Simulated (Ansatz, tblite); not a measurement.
**[Cu(H2O)3Br]+ (BrCuH6O3+): removing and adding an electron**

An exercise on one series of results from a longer session: the logs are not shown, and one member is left open.

The runs use Ansatz 0.2.0, Gaussian basis; as each input shows.

Levels to be run: charge +2 triplet, at the geometry of the doublet (PBE0-D4/def2-TZVP, PBE-D4/def2-TZVP, BHLYP-D4/def2-TZVP, CCSD(T)/def2-SVP); charge +2 triplet, relaxed (PBE0-D4/def2-TZVP, PBE-D4/def2-TZVP); charge 0 singlet, at the geometry of the doublet (PBE0-D4/def2-TZVP, PBE-D4/def2-TZVP, BHLYP-D4/def2-TZVP); charge +2 singlet, at the geometry of the doublet (PBE0-D4/def2-TZVP, PBE-D4/def2-TZVP, BHLYP-D4/def2-TZVP); charge 0 triplet, at the geometry of the doublet (PBE0-D4/def2-TZVP, PBE-D4/def2-TZVP, BHLYP-D4/def2-TZVP); the starting doublet's energies come from earlier runs.

2 further runs of the same task are left out: 2 set aside as unsound or not needed. Runs told in other sessions of the task aren't counted.

## The relaxed structure

The doublet was relaxed beforehand with PBE0-D4/def2-SVP.

11 atoms, charge 1, spin multiplicity 2.

Atoms are counted from 1 here; the program's logs count them from 0.

Bond lengths: Cu1–O2 2.007 Å, Cu1–O5 2.015 Å, Cu1–O8 2.004 Å, Cu1–Br11 2.311 Å, O2–H3 0.974 Å, O2–H4 0.970 Å, O5–H6 0.967 Å, O5–H7 0.966 Å, O8–H9 0.974 Å, O8–H10 0.970 Å. Angles: O2–Cu1–O5 88.3°, O2–Cu1–O8 176.6°, O2–Cu1–Br11 91.7°, O5–Cu1–O8 88.4°, O5–Cu1–Br11 179.6°, O8–Cu1–Br11 91.6°, Cu1–O2–H3 106.5°, Cu1–O2–H4 117.6°, H3–O2–H4 105.4°, Cu1–O5–H6 125.4°, Cu1–O5–H7 126.1°, H6–O5–H7 108.4°, Cu1–O8–H9 106.6°, Cu1–O8–H10 118.2°, H9–O8–H10 105.6°.

Formally the metal is d9. No spin-orbit coupling is included. The ion is computed in the gas phase, without counter-ions or solvent.

The first run:

File in.yaml:

```yaml
crystal:
  periodic: [false, false, false]
  atoms:
    - {symbol: Cu, position_ang: [-0.023529, -0.343267, -0.050964]}
    - {symbol: O, position_ang: [1.973905, -0.377149, -0.239532]}
    - {symbol: H, position_ang: [2.196469, -1.219189, -0.676154]}
    - {symbol: H, position_ang: [2.502591, -0.361472, 0.573856]}
    - {symbol: O, position_ang: [0.098916, 1.647867, 0.234599]}
    - {symbol: H, position_ang: [0.828070, 2.212110, -0.055997]}
    - {symbol: H, position_ang: [-0.529788, 2.191516, 0.727508]}
    - {symbol: O, position_ang: [-2.011036, -0.193227, 0.160224]}
    - {symbol: H, position_ang: [-2.345414, -1.097250, 0.299370]}
    - {symbol: H, position_ang: [-2.525141, 0.164715, -0.579882]}
    - {symbol: Br, position_ang: [-0.165044, -2.624653, -0.393018]}
basis:
  gaussian: {orbitals: def2-TZVP}
total_charge: 2
magnetization: {spin_polarized: true, initial_magnetization: 2}
hamiltonian: {xc: pbe0, dispersion: d4}
scf: {omitted_lower_state_checks: [starts]}
output: {orbitals: {seedname: orbitals}}
```

Launch:

```console
$ ansatz run in.yaml --threads 4 --pin off --events-out ev --progress --plain --max-ram 4787MiB
```

Among the steps run: Charge +2 triplet at the fixed geometry, PBE0-D4/def2-TZVP; Charge +2 triplet at the fixed geometry, PBE-D4/def2-TZVP; Charge +2 triplet at the fixed geometry, BHLYP-D4/def2-TZVP; Charge +2 triplet at the fixed geometry, CCSD(T)/def2-SVP.

One of the session's tables, all rows but one given; the rest of the session is left out.

It belongs to the step «Vertical ionisation energy». 

| method | vertical ionisation energy (eV) |
| --- | --- |
| HF/def2-SVP | 12.84 |
| PBE-D4/def2-TZVP | 13.84 |
| PBE0-D4/def2-TZVP | 14.00 |
| BHLYP-D4/def2-TZVP | 13.84 |
| MP2/def2-SVP | 13.65 |
| CCSD/def2-SVP | ? |
| CCSD(T)/def2-SVP | 13.62 |

Q: Estimate the row for CCSD/def2-SVP from the others.

As computed: vertical ionisation energy (eV): 13.59. In the column «vertical ionisation energy (eV)» it lies between HF/def2-SVP (12.84) and CCSD(T)/def2-SVP (13.62).
